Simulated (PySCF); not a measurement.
# C₂H₁₃GeNSi₂: electronic excitations

What electronic excitations should C₂H₁₃GeNSi₂ (`CN(C)[SiH2][SiH2][GeH3]`) show?

The runs use PySCF 2.14.0, with density-fitted response routines of our own; the level of theory stands in each step. All values are computed, except where a source is named. Atoms count from 0, in the outputs and in this text.

## Step 1: The molecule as given

19 atoms, charge 0, multiplicity 1; geometry from: GFN2-xTB.

Bonds of the start (Å): C0–N1 1.44, N1–C2 1.44, N1–Si3 1.72, Si3–Si4 2.31, Si4–Ge5 2.34, C0–H6 1.10, C0–H7 1.09, C0–H8 1.09, C2–H9 1.09, C2–H10 1.10, C2–H11 1.09, Si3–H12 1.48, Si3–H13 1.47, Si4–H14 1.47, Si4–H15 1.47, Ge5–H16 1.50, Ge5–H17 1.50, Ge5–H18 1.50.

## Step 2: TDDFT and polarisability: wB97X-D/def2-SVPD

The job: settings as JSON, then the geometry in Å.

```
{"job": {"kind": "uv", "xc": "wB97X-D", "basis": "def2-SVPD", "nstates": 8, "ntriplets": 3}, "charge": 0, "multiplicity": 1}
C     -2.327629     0.632366     1.032685
N     -1.184997     0.223702     0.256873
C     -1.274455    -1.159498    -0.134380
Si    -0.262375     1.382665    -0.620618
Si     1.717907     0.377673    -1.256029
Ge     2.763610    -0.847349     0.444822
H     -3.255244     0.581856     0.449415
H     -2.191740     1.654142     1.375224
H     -2.437335    -0.020805     1.902930
H     -0.386676    -1.455739    -0.690619
H     -2.155286    -1.347986    -0.761718
H     -1.353710    -1.791389     0.756032
H     -0.971439     1.978064    -1.776776
H     -0.097025     2.483821     0.338910
H      2.674765     1.396678    -1.707324
H      1.580522    -0.522667    -2.412843
H      1.948845    -1.960280     1.043890
H      3.153351    -0.048457     1.656196
H      4.049108    -1.547547     0.095868
```

With the program's defaults for keys left out, this is: TDDFT wB97X-D/def2-SVPD, vertical, gas phase, core orbitals frozen in the response.

Standard output:

```text
coarse grid: 67856 points
cycle   1  E = -2794.2132286059  dE = -2.769e-01  |g| = 4.401e-01  |ddm| = 5.433e+00
cycle   2  E = -2794.2263772838  dE = -1.315e-02  |g| = 4.118e-01  |ddm| = 9.521e-01
cycle   3  E = -2794.2512461385  dE = -2.487e-02  |g| = 4.388e-02  |ddm| = 4.448e-01
cycle   4  E = -2794.2517231335  dE = -4.770e-04  |g| = 2.529e-02  |ddm| = 1.148e-01
cycle   5  E = -2794.2518540088  dE = -1.309e-04  |g| = 5.092e-03  |ddm| = 4.047e-02
cycle   6  E = -2794.2518612269  dE = -7.218e-06  |g| = 9.718e-04  |ddm| = 1.564e-02
final grid: 140136 points
cycle   7  E = -2794.2517513779  dE = -2.176e-06  |g| = 1.002e-03  |ddm| = 1.508e-02
cycle   8  E = -2794.2517515378  dE = -1.600e-07  |g| = 8.471e-04  |ddm| = 3.474e-03
cycle   9  E = -2794.2517516323  dE = -9.441e-08  |g| = 1.044e-04  |ddm| = 8.947e-04
cycle  10  E = -2794.2517516384  dE = -6.120e-09  |g| = 4.709e-05  |ddm| = 4.035e-04
cycle  11  E = -2794.2517516395  dE = -1.148e-09  |g| = 1.415e-05  |ddm| = 1.851e-04
cycle  12  E = -2794.2517516396  dE = -7.185e-11  |g| = 5.654e-06  |ddm| = 5.188e-05
converged SCF energy = -2794.2517516396

Static polarisability (au): isotropic 123.080, principal 105.904 121.245 142.092

Singlet excitations
state   eV       nm        f      main configurations
  1   5.3403    232.2   0.00740   H->L 0.71, H->L+1 0.20
  2   5.9721    207.6   0.01818   H->L+1 0.57, H->L 0.17, H->L+2 0.16
  3   6.4354    192.7   0.00963   H->L+3 0.64, H->L+4 0.10
  4   6.6101    187.6   0.01606   H->L+2 0.37, H->L+5 0.28, H->L+4 0.12
  5   6.9359    178.8   0.00388   H->L+4 0.44, H->L+2 0.23, H->L+7 0.08
  6   6.9917    177.3   0.07272   H-1->L+1 0.48, H-1->L 0.37
  7   7.0699    175.4   0.04027   H->L+5 0.39, H->L+6 0.12, H->L+4 0.12
  8   7.2363    171.3   0.26640   H-1->L 0.39, H-1->L+1 0.31, H-1->L+2 0.09

Triplet excitations (Tamm-Dancoff, eV): 5.1587 5.6811 6.1991
```

Run time: 50 s. Hardware: 1 thread, shared host.

Frontier orbitals and where they lie:

```tsv
orbital	eV	atoms
HOMO−3	-11.03	Ge5 34 %, H16 20 %, H17 18 %
HOMO−2	-10.55	Si4 28 %, Ge5 20 %, Si3 11 %
HOMO−1	-9.97	Si4 31 %, Ge5 23 %, Si3 18 %
HOMO	-8.30	N1 53 %, Si3 9 %, C2 8 %
LUMO	1.29	Si3 21 %, Ge5 20 %, Si4 19 %
LUMO+1	1.63	Si4 27 %, Si3 18 %, Ge5 16 %
LUMO+2	1.96	Ge5 32 %, Si4 20 %, Si3 11 %
```

With each of the 8 states as a Gaussian band of 0.4 eV half-width at 1/e, the curve within the window shown has maxima at 173 nm (ε 15,000) L/(mol cm). Beyond the last state computed it falls off for lack of states. The curve at chosen wavelengths:

(nm, ε (L/mol/cm)): (165, 7046), (169, 12164), (173, 14640), (177, 13090), (181, 9277), (184, 6432), (188, 3688), (192, 2172), (196, 1456), (200, 1150), (204, 1017), (208, 922), (212, 808), (215, 709), (219, 585), (223, 489), (227, 425), (231, 379), (235, 334), (239, 282), (243, 224), (246, 181), (250, 128), (254, 85), (258, 53), (262, 32)

Ground-state properties from the same run:

```tsv
property	computed
dipole moment (D)	1.31
polarisability (Å³)	18.24
HOMO–LUMO gap (eV)	9.59
−ε(HOMO) (eV)	8.30
```

## Step 3: Outcome

```
                                quantity                        value
      lowest singlet (wB97X-D/def2-SVPD)  5.34 eV (232 nm), f = 0.007
brightest single state of those computed  state 8, 7.24 eV, f = 0.266
                          lowest triplet                      5.16 eV
```

In words: The lowest singlet, at 5.34 eV, is HOMO→LUMO 0.71, HOMO→LUMO+1 0.20 and is weak; of the 8 states computed, the strongest absorption comes from state 8 at 7.24 eV (the last computed, so partners may be missing). The lowest triplet lies 0.18 eV below the lowest singlet (triplets in Tamm-Dancoff, singlets in full TDDFT).
